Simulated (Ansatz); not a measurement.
# CH6N2Si2: how energies converge with the basis set

The task here is to estimate one member of a computed series from the others.

Method: one geometry, several basis sets; program: Ansatz 0.2.0, Gaussian basis.

Levels to be run: PBE0-D4/def2-SVP; ωB97M-V/def2-SVP; PBE0-D4/def2-QZVPP; ωB97M-V/def2-QZVPP; the functionals' def2-TZVPP values are taken from earlier runs.

### Structure used throughout

All runs share one geometry, relaxed beforehand with PBE0-D4 in a triple-zeta def2 set.

SMILES `NC1=N[SiH]1[SiH3]`, 11 atoms, charge 0, spin multiplicity 1.

Atoms are counted from 1 here; the program's logs count them from 0.

Bond lengths: N1–C2 1.335 Å, N1–H6 1.008 Å, N1–H7 1.001 Å, C2–N3 1.288 Å, C2–Si4 1.786 Å, N3–Si4 1.781 Å, Si4–Si5 2.327 Å, Si4–H8 1.487 Å, Si5–H9 1.489 Å, Si5–H10 1.488 Å, Si5–H11 1.486 Å. Angles: C2–N1–H6 119.7°, C2–N1–H7 120.7°, H6–N1–H7 119.1°, N1–C2–N3 132.0°, N1–C2–Si4 159.4°, N3–C2–Si4 68.6°, C2–N3–Si4 69.0°, C2–Si4–N3 42.3°, C2–Si4–Si5 121.4°, C2–Si4–H8 119.2°, N3–Si4–Si5 119.6°, N3–Si4–H8 118.0°, Si5–Si4–H8 116.1°, Si4–Si5–H9 110.2°, Si4–Si5–H10 110.9°, Si4–Si5–H11 109.0°, H9–Si5–H10 108.1°, H9–Si5–H11 109.3° and more.

Set-up of the first run:

Contents of in.yaml:

```yaml
crystal:
  periodic: [false, false, false]
  atoms:
    - {symbol: N, position_ang: [-1.498240, 2.001884, -0.302991]}
    - {symbol: C, position_ang: [-0.526672, 1.129522, -0.579686]}
    - {symbol: N, position_ang: [0.702800, 1.290543, -0.926779]}
    - {symbol: Si, position_ang: [0.296148, -0.439605, -0.806781]}
    - {symbol: Si, position_ang: [1.067330, -1.677314, 1.006993]}
    - {symbol: H, position_ang: [-1.328150, 2.989495, -0.411915]}
    - {symbol: H, position_ang: [-2.428177, 1.686689, -0.106977]}
    - {symbol: H, position_ang: [0.082401, -1.194427, -2.069586]}
    - {symbol: H, position_ang: [0.171960, -2.840721, 1.254838]}
    - {symbol: H, position_ang: [2.438916, -2.195569, 0.752096]}
    - {symbol: H, position_ang: [1.086982, -0.807597, 2.211487]}
basis:
  gaussian: {orbitals: def2-SVP}
hamiltonian: {xc: pbe0, dispersion: d4}
output: {orbitals: {seedname: orbitals}}
```

Among the steps run: PBE0-D4 in def2-SVP; ωB97M-V in def2-SVP; PBE0-D4 in def2-QZVPP; ωB97M-V in def2-QZVPP.

One table of the session follows, with a row left open; its other results are not shown here.

| functional | basis | HOMO (eV) |
| --- | --- | --- |
| PBE0-D4 | def2-SVP | ? |
| PBE0-D4 | def2-TZVPP | -6.51 |
| PBE0-D4 | def2-QZVPP | -6.55 |
| ωB97M-V | def2-SVP | -8.56 |
| ωB97M-V | def2-TZVPP | -8.69 |
| ωB97M-V | def2-QZVPP | -8.73 |

Q: Estimate the row for PBE0-D4, def2-SVP from the others.

**Answer.** HOMO (eV): -6.41. In the column «HOMO (eV)» it is the highest.
